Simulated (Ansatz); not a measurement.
**NaCl (Fm-3m): the equilibrium volume**

At what volume is NaCl (Fm-3m) free of pressure?

The COD cell was measured well above room temperature, so it is larger than a cold one.

Program: Ansatz 0.2.0. Level of theory: DFT PBEsol, scalar-relativistic, plane waves, PAW. These are calculated values, not measurements.

### 1 The structure to begin with

It takes space group Fm-3m (No. 225, cubic). Conventional cell: a = 5.682 Å, b = 5.682 Å, c = 5.682 Å, α = 90.00°, β = 90.00°, γ = 90.00°. Na (site symmetry m-3m) has 6 Cl at 2.84 Å as nearest neighbours. Cl (site symmetry m-3m) has 6 Na at 2.84 Å as nearest neighbours.

As a file:

```cif
data_structure
_symmetry_space_group_name_H-M 'Fm-3m'
_symmetry_Int_Tables_number 225
_cell_length_a 5.6823
_cell_length_b 5.6823
_cell_length_c 5.6823
_cell_angle_alpha 90.000
_cell_angle_beta 90.000
_cell_angle_gamma 90.000
_cell_volume 183.47
loop_
_atom_site_label
_atom_site_type_symbol
_atom_site_symmetry_multiplicity
_atom_site_Wyckoff_symbol
_atom_site_fract_x
_atom_site_fract_y
_atom_site_fract_z
_atom_site_occupancy
Na1 Na 4 a 0.00000 0.00000 0.00000 1
Cl1 Cl 4 b 0.50000 0.00000 0.00000 1
```

### 2 The first run

File input.yaml:

```yaml
crystal:
  lattice:
    - [0.0, 2.8411578764, 2.8411578764]
    - [2.8411578764, 0.0, 2.8411578764]
    - [2.8411578764, 2.8411578764, 0.0]
  atoms:
    - { symbol: Na, position: [0.0, 0.0, 0.0] }
    - { symbol: Cl, position: [0.5, 0.5, 0.5] }
basis:
  ecutwfc: 420
  ecutrho_ratio: 4
kpoints:
  mp_grid: { grid: [10, 10, 10] }
hamiltonian:
  xc: pbesol
scf:
  occupations: { method: gaussian, width: 0.05 }
output:
  forces: true
  stress: true
  eigenvalues: true
```

On the command line:

```sh
$ ansatz run input.yaml --threads 8 --pin off --max-ram 15360MiB --backend cpu --events-out ev --progress --plain --runs-dir out
```

The program printed, shortened:

```text
Warning: RAYON_NUM_THREADS=8 ignored (pool sized by the plan → 8); use --threads N
[...]
Pseudopotentials: kind: paw
Pseudopotential: Na, paw, valence charge 9, recommended cutoff 420 eV (normal), Na.paw.azcp
Pseudopotential: Cl, paw, valence charge 7, recommended cutoff 420 eV (normal), Cl.paw.azcp
Functional definition: PBEsol
[...]
Crystal: 2 atoms, lattice volume = 45.869 Å³
Basis set: ecut = 420 eV, 893 PW (Γ), exchange–correlation on 54×54×54 points (8 copies of the dense FFT grid, shifted against one another)
Bands: 12, of which v1, the nominal top of the filled ones, is band 8 counted from 1 (7 counted from 0)
Symmetry: 48 space group operations
Space group: Fm-3m (ITA 225), of the structure as read, at distance tolerance 3.6e-5 Å
k-points: 47 of 1000
[...]
SCF iter   1: F=—  HF=-2540.283241 eV  |F-HF|=—  |Δ(HF+E_count)|=         —  Δρ=2.75e-3  dr2=3.76e-3  ethr=1.77e-3  ⟨swp⟩=5.7  Hψ=3277  notcnv=0
[...]
SCF iter   7: F=-2540.280445 eV  HF=-2540.280445 eV  |F-HF|=3.05e-9  |Δ(HF+E_count)|=   3.33e-8  Δρ=2.67e-6  dr2=5.89e-9  ethr=6.25e-10  ⟨swp⟩=4.0  Hψ=1650  notcnv=0
[...]
SCF converged after 7 iterations
Free energy (F): -2540.280445 eV
[...]
E sigma→0 (E₀):  -2540.280445 eV
Fermi energy:    3.308509 eV
[...]
--- Forces (eV/Å), atoms counted from 1 ---
  atom   1  Na    -0.00000000    -0.00000000     0.00000000
  atom   2  Cl     0.00000000    -0.00000000    -0.00000000
[...]
--- Stress (GPa, compression-positive) ---
       -0.998077      -0.000000      -0.000000
        0.000000      -0.998077      -0.000000
        0.000000      -0.000000      -0.998077
  P = ⅓ Tr σ = -0.9981 GPa (-9.981 kbar)
--- Band table (eV; the first three rows and the last of 47) ---
  k-point 0: bands = ["-47.7430", "-19.8198", "-19.8198", "-19.8198", "-11.7106", "0.8805", "0.8805", "0.8805", "5.7359", "11.7583", "11.7583", "11.7583"]
[...]
```

Run time: 0.33 s. Hardware: 8 threads of Intel Xeon 6975P-C (Granite Rapids), shared host; peak memory 0.38 GiB.

Read off: volume 22.934 Å³/atom, pressure -1.00 GPa, gap on the mesh 4.86 eV.

### 3 Next volume: 22.782 Å³/atom

Edit input.yaml of step 2 so:

```diff
@@ -2,5 +2,5 @@
   lattice:
-    - [0.0, 2.8411578764, 2.8411578764]
-    - [2.8411578764, 0.0, 2.8411578764]
-    - [2.8411578764, 2.8411578764, 0.0]
+    - [0.0, 2.8348423043, 2.8348423043]
+    - [2.8348423043, 0.0, 2.8348423043]
+    - [2.8348423043, 2.8348423043, 0.0]
   atoms:
```

On the command line:

```sh
$ ansatz run input.yaml --threads 8 --pin off --max-ram 15360MiB --backend cpu --events-out ev --progress --plain --runs-dir out
```

The program printed, shortened:

```text
Warning: RAYON_NUM_THREADS=8 ignored (pool sized by the plan → 8); use --threads N
[...]
Pseudopotentials: kind: paw
Pseudopotential: Na, paw, valence charge 9, recommended cutoff 420 eV (normal), Na.paw.azcp
Pseudopotential: Cl, paw, valence charge 7, recommended cutoff 420 eV (normal), Cl.paw.azcp
Functional definition: PBEsol
[...]
Crystal: 2 atoms, lattice volume = 45.563 Å³
Basis set: ecut = 420 eV, 893 PW (Γ), exchange–correlation on 54×54×54 points (8 copies of the dense FFT grid, shifted against one another)
Bands: 12, of which v1, the nominal top of the filled ones, is band 8 counted from 1 (7 counted from 0)
Symmetry: 48 space group operations
Space group: Fm-3m (ITA 225), of the structure as read, at distance tolerance 3.6e-5 Å
k-points: 47 of 1000
[...]
SCF iter   1: F=—  HF=-2540.285019 eV  |F-HF|=—  |Δ(HF+E_count)|=         —  Δρ=2.78e-3  dr2=3.84e-3  ethr=1.77e-3  ⟨swp⟩=5.7  Hψ=3280  notcnv=0
[...]
SCF iter   7: F=-2540.282211 eV  HF=-2540.282211 eV  |F-HF|=1.56e-8  |Δ(HF+E_count)|=   1.13e-7  Δρ=5.54e-6  dr2=2.49e-8  ethr=6.25e-10  ⟨swp⟩=4.6  Hψ=2071  notcnv=0
[...]
SCF converged after 7 iterations
Free energy (F): -2540.282211 eV
[...]
E sigma→0 (E₀):  -2540.282211 eV
Fermi energy:    3.369616 eV
[...]
--- Forces (eV/Å), atoms counted from 1 ---
  atom   1  Na    -0.00000000     0.00000000    -0.00000000
  atom   2  Cl     0.00000000    -0.00000000     0.00000000
[...]
--- Stress (GPa, compression-positive) ---
       -0.855096       0.000000      -0.000000
        0.000000      -0.855096       0.000000
        0.000000      -0.000000      -0.855096
  P = ⅓ Tr σ = -0.8551 GPa (-8.551 kbar)
--- Band table (eV; the first three rows and the last of 47) ---
  k-point 0: bands = ["-47.6805", "-19.7575", "-19.7575", "-19.7575", "-11.6758", "0.9299", "0.9299", "0.9299", "5.8088", "11.8137", "11.8137", "11.8137"]
[...]
```

Wall time 0.32 s (8 threads of Intel Xeon 6975P-C (Granite Rapids), shared host); peak memory 0.38 GiB.

Read off: volume 22.782 Å³/atom, pressure -0.86 GPa, mesh gap 4.88 eV.

### 4 Next volume: 21.971 Å³/atom

Edit input.yaml of step 3 so:

```diff
@@ -2,5 +2,5 @@
   lattice:
-    - [0.0, 2.8348423043, 2.8348423043]
-    - [2.8348423043, 0.0, 2.8348423043]
-    - [2.8348423043, 2.8348423043, 0.0]
+    - [0.0, 2.8008273077, 2.8008273077]
+    - [2.8008273077, 0.0, 2.8008273077]
+    - [2.8008273077, 2.8008273077, 0.0]
   atoms:
```

On the command line:

```sh
$ ansatz run input.yaml --threads 8 --pin off --max-ram 15360MiB --backend cpu --events-out ev --progress --plain --runs-dir out
```

The program printed, shortened:

```text
Warning: RAYON_NUM_THREADS=8 ignored (pool sized by the plan → 8); use --threads N
[...]
Pseudopotentials: kind: paw
Pseudopotential: Na, paw, valence charge 9, recommended cutoff 420 eV (normal), Na.paw.azcp
Pseudopotential: Cl, paw, valence charge 7, recommended cutoff 420 eV (normal), Cl.paw.azcp
Functional definition: PBEsol
[...]
Crystal: 2 atoms, lattice volume = 43.943 Å³
Basis set: ecut = 420 eV, 869 PW (Γ), exchange–correlation on 54×54×54 points (8 copies of the dense FFT grid, shifted against one another)
Bands: 12, of which v1, the nominal top of the filled ones, is band 8 counted from 1 (7 counted from 0)
Symmetry: 48 space group operations
Space group: Fm-3m (ITA 225), of the structure as read, at distance tolerance 3.5e-5 Å
k-points: 47 of 1000
[...]
SCF iter   1: F=—  HF=-2540.289512 eV  |F-HF|=—  |Δ(HF+E_count)|=         —  Δρ=2.85e-3  dr2=3.79e-3  ethr=1.77e-3  ⟨swp⟩=5.6  Hψ=3305  notcnv=0
[...]
SCF iter   6: F=-2540.286663 eV  HF=-2540.286663 eV  |F-HF|=2.37e-8  |Δ(HF+E_count)|=   1.99e-7  Δρ=7.85e-6  dr2=4.94e-8  ethr=6.25e-10  ⟨swp⟩=3.0  Hψ=1920  notcnv=0
[...]
SCF converged after 6 iterations
Free energy (F): -2540.286663 eV
[...]
E sigma→0 (E₀):  -2540.286663 eV
Fermi energy:    3.710884 eV
[...]
--- Forces (eV/Å), atoms counted from 1 ---
  atom   1  Na    -0.00000000     0.00000000     0.00000000
  atom   2  Cl     0.00000000    -0.00000000    -0.00000000
[...]
--- Stress (GPa, compression-positive) ---
        0.005753       0.000000      -0.000000
       -0.000000       0.005753      -0.000000
       -0.000000      -0.000000       0.005753
  P = ⅓ Tr σ = 0.0058 GPa (0.058 kbar)
--- Band table (eV; the first three rows and the last of 47) ---
  k-point 0: bands = ["-47.3365", "-19.4151", "-19.4151", "-19.4151", "-11.4834", "1.2050", "1.2050", "1.2050", "6.2162", "12.1192", "12.1192", "12.1192"]
[...]
```

It took 0.31 s on 8 threads of Intel Xeon 6975P-C (Granite Rapids), shared host; peak memory 0.37 GiB.

Read off: volume 21.971 Å³/atom, pressure 0.01 GPa, mesh gap 5.01 eV.

### 5 The way to zero pressure

| step | level | mesh | relaxed | volume (Å³/atom) | pressure (GPa) |
| --- | --- | --- | --- | --- | --- |
| 2 | PBEsol | 10×10×10 | nothing | 22.934 | -1.00 |
| 3 | PBEsol | 10×10×10 | nothing | 22.782 | -0.86 |
| 4 | PBEsol | 10×10×10 | nothing | 21.971 | 0.01 |

The cell before and after:

| cell as typed | before | after | change |
| --- | --- | --- | --- |
| a (Å) | 4.018 | 3.961 | -1.4 % |
| b (Å) | 4.018 | 3.961 | -1.4 % |
| c (Å) | 4.018 | 3.961 | -1.4 % |
| volume (Å³/atom) | 22.934 | 21.971 | -4.2 % |
| shortest distance (Å) | 2.841 | 2.801 | -1.4 % |
| space group | Fm-3m | Fm-3m | same |

### 6 What came out

```
         quantity                                                                      value
           volume                                                             21.971 Å³/atom
         pressure                                                                   0.01 GPa
conventional cell  a = 5.602 Å, b = 5.602 Å, c = 5.602 Å, α = 90.00°, β = 90.00°, γ = 90.00°
  gap on the mesh                                                                    5.01 eV
```

Over the 3 runs shown the cell moved from 22.93 to 21.97 Å³/atom, a change of -4.2 %, where the pressure is zero within 0.01 GPa.

These are semilocal Kohn-Sham gaps, which aren't the measured quantity. Such gaps usually fall short of the measured ones.
